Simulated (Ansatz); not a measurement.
# Cs2AgBiBr6: the cost of one run

All numbers are computed with the Python package of Ansatz 0.2.0. Level of theory: DFT PBEsol, plane waves, PAW.

## 1. Starting point

The structure is cubic, space group Fm-3m (No. 225). The conventional cell has a = 11.232 Å, b = 11.232 Å, c = 11.232 Å, α = 90.00°, β = 90.00°, γ = 90.00°. Around Cs (site symmetry -43m) lie 12 Br at 3.97 Å. Ag (site symmetry m-3m) has 6 Br at 2.80 Å as nearest neighbours. Bi (site symmetry m-3m) is surrounded by 6 Br at 2.81 Å. Br (site symmetry 4mm) is surrounded by 1 Ag at 2.80 Å and 1 Bi at 2.81 Å and 4 Cs at 3.97 Å.

The script holds or builds the structure itself.

## 2. The code

Contents of eos.py:

```python
'''Equation of state of Cs2AgBiBr6.'''

import ansatz as az
import numpy as np

vectors0 = np.array([
    [0.0, 5.6161, 5.6161],
    [5.6161, 0.0, 5.6161],
    [5.6161, 5.6161, 0.0],
])
sites = [
    ('Cs', (0.25, 0.25, 0.25)),
    ('Cs', (0.75, 0.75, 0.75)),
    ('Ag', (0.5, 0.5, 0.5)),
    ('Bi', (0.0, 0.0, 0.0)),
    ('Br', (0.25055, 0.74945, 0.25055)),
    ('Br', (0.25055, 0.74945, 0.74945)),
    ('Br', (0.74945, 0.25055, 0.74945)),
    ('Br', (0.74945, 0.25055, 0.25055)),
    ('Br', (0.25055, 0.25055, 0.74945)),
    ('Br', (0.74945, 0.74945, 0.25055)),
]


def build(cell):
    crystal = az.Crystal(lattice=az.Lattice.of(cell))
    for symbol, position in sites:
        crystal = crystal.atom(symbol, position)
    return crystal

# scale the volume, keep shape and fractions
volumes, energies, pressures = [], [], []
for scale in np.linspace(0.95, 1.07, 5):
    cell = vectors0 * scale ** (1 / 3)
    calc = (
        build(cell).calculation()
        .basis(450)
        .functional('PBEsol')
        .scf(tolerance=1e-07)
        .occupations('fixed')
        .kpoints(3, 3, 3)
        .stress()
    )
    data = calc.run(threads=1, backend='cpu').report
    volumes.append(abs(np.linalg.det(cell)) / len(sites))
    energies.append(data['free_energy_ev'] / len(sites))
    pressures.append(np.trace(data['stress_gpa']) / 3)
    print(f'V = {volumes[-1]:8.4f} A^3/atom  F = {energies[-1]:.5f} eV/atom  P = {pressures[-1]:8.3f} GPa')

# third-order Birch-Murnaghan: a cubic in V^(-2/3)
x = np.array(volumes) ** (-2 / 3)
poly = np.polynomial.Polynomial.fit(x, energies, 3).convert()
roots = poly.deriv().roots()
x0 = min((r.real for r in roots if abs(r.imag) < 1e-9 and poly.deriv(2)(r.real) > 0), key=lambda r: abs(r - x.mean()))
v0 = x0 ** -1.5
b0 = 4 / 9 * poly.deriv(2)(x0) * v0 ** (-7 / 3) * 160.21766
b1 = 4 + 2 / 3 * x0 * poly.deriv(3)(x0) / poly.deriv(2)(x0)
print(f'V0 = {v0:.4f} A^3/atom, B0 = {b0:.1f} GPa, dB/dP = {b1:.2f}')
```

## 3. What the engine is handed

The package turns the script's settings into the engine's input (first run):

```yaml
crystal:
  lattice:
    - [0.0, 5.520893471869842, 5.520893471869842]
    - [5.520893471869842, 0.0, 5.520893471869842]
    - [5.520893471869842, 5.520893471869842, 0.0]
  atoms:
    - { symbol: Cs, position: [0.25, 0.25, 0.25] }
    - { symbol: Cs, position: [0.75, 0.75, 0.75] }
    - { symbol: Ag, position: [0.5, 0.5, 0.5] }
    - { symbol: Bi, position: [0.0, 0.0, 0.0] }
    - { symbol: Br, position: [0.25055, 0.74945, 0.25055] }
    - { symbol: Br, position: [0.25055, 0.74945, 0.74945] }
    - { symbol: Br, position: [0.74945, 0.25055, 0.74945] }
    - { symbol: Br, position: [0.74945, 0.25055, 0.25055] }
    - { symbol: Br, position: [0.25055, 0.25055, 0.74945] }
    - { symbol: Br, position: [0.74945, 0.74945, 0.25055] }
basis:
  ecutwfc: 450.0
kpoints:
  mp_grid:
    grid: [3, 3, 3]
hamiltonian:
  xc: pbesol
scf:
  convergence:
    dr2_threshold: 1.0e-07
  occupations:
    method: fixed
output:
  stress: true
```

## 4. The run

On the command line:

```
> python eos.py
```

Q: Estimate wall time and peak memory on 1 thread of Arm Neoverse V2, shared host.

About 23 s, with a peak of 0.71 GiB.
